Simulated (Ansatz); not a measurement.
# C2H8B2O: how energies converge with the basis set

How large a basis does C2H8B2O need? Two functionals are run in growing sets.

Program: Ansatz 0.2.0, Gaussian basis. Level of theory: one geometry, several basis sets. These are calculated values, not measurements.

The runs, in order: PBE0-D4/def2-SVP; ωB97M-V/def2-SVP; PBE0-D4/def2-QZVPP; ωB97M-V/def2-QZVPP; the functionals' def2-TZVPP values are taken from earlier runs.

**1. The geometry**

All runs share one geometry, relaxed beforehand with PBE0-D4 in a triple-zeta def2 set.

SMILES `BC(B)(C)O`, 13 atoms, charge 0, spin multiplicity 1.

Atoms are counted from 1 here; the program's logs count them from 0.

Bond lengths: B1–C2 1.513 Å, B1–H6 1.195 Å, B1–H7 1.197 Å, C2–B3 1.571 Å, C2–C4 1.561 Å, C2–O5 1.403 Å, B3–H8 1.191 Å, B3–H9 1.199 Å, C4–H10 1.087 Å, C4–H11 1.085 Å, C4–H12 1.136 Å, O5–H13 0.961 Å. Angles: C2–B1–H6 119.9°, C2–B1–H7 119.3°, H6–B1–H7 120.6°, B1–C2–B3 105.0°, B1–C2–C4 118.9°, B1–C2–O5 119.5°, B3–C2–C4 74.0°, B3–C2–O5 118.1°, C4–C2–O5 112.8°, C2–B3–H8 123.4°, C2–B3–H9 115.1°, H8–B3–H9 121.0°, C2–C4–H10 107.2°, C2–C4–H11 113.6°, C2–C4–H12 113.6°, H10–C4–H11 113.7°, H10–C4–H12 103.0°, H11–C4–H12 105.4° and more.

**2. PBE0-D4 in def2-SVP**

in.yaml reads:

```yaml
crystal:
  periodic: [false, false, false]
  atoms:
    - {symbol: B, position_ang: [-1.432809, 0.933034, 0.143866]}
    - {symbol: C, position_ang: [0.027157, 0.542056, 0.066701]}
    - {symbol: B, position_ang: [0.107673, -0.866264, 0.757922]}
    - {symbol: C, position_ang: [0.481944, -0.455814, -1.043920]}
    - {symbol: O, position_ang: [1.012945, 1.489891, 0.381944]}
    - {symbol: H, position_ang: [-1.767907, 1.851430, 0.830422]}
    - {symbol: H, position_ang: [-2.248766, 0.266048, -0.422719]}
    - {symbol: H, position_ang: [-0.795312, -1.642663, 0.770891]}
    - {symbol: H, position_ang: [1.099290, -1.060140, 1.403651]}
    - {symbol: H, position_ang: [1.395259, -0.057972, -1.478057]}
    - {symbol: H, position_ang: [-0.290218, -0.673418, -1.774175]}
    - {symbol: H, position_ang: [0.810043, -1.466393, -0.640725]}
    - {symbol: H, position_ang: [1.621002, 1.105406, 1.019299]}
basis:
  gaussian: {orbitals: def2-SVP}
hamiltonian: {xc: pbe0, dispersion: d4}
output: {orbitals: {seedname: orbitals}}
```

After this run come: ωB97M-V in def2-SVP; PBE0-D4 in def2-QZVPP; ωB97M-V in def2-QZVPP.

Before running them: what should the planned runs give, taken together? Wanted: PBE0-D4: double and triple zeta above quadruple; ωB97M-V: double and triple zeta above quadruple.

**Answer**, as computed:

```
                                       quantity          value
PBE0-D4: double and triple zeta above quadruple  6.69, 0.34 eV
ωB97M-V: double and triple zeta above quadruple  7.01, 0.32 eV
```

PBE0-D4 gains 6.35 eV from double to triple zeta, then 0.34 eV more. These are total energies; as a rule much of such shifts cancels in differences, which this series doesn't test. The LUMO of ωB97M-V is positive and keeps falling with the basis (1.39 to 0.77 eV): an unbound level that the basis holds in place.
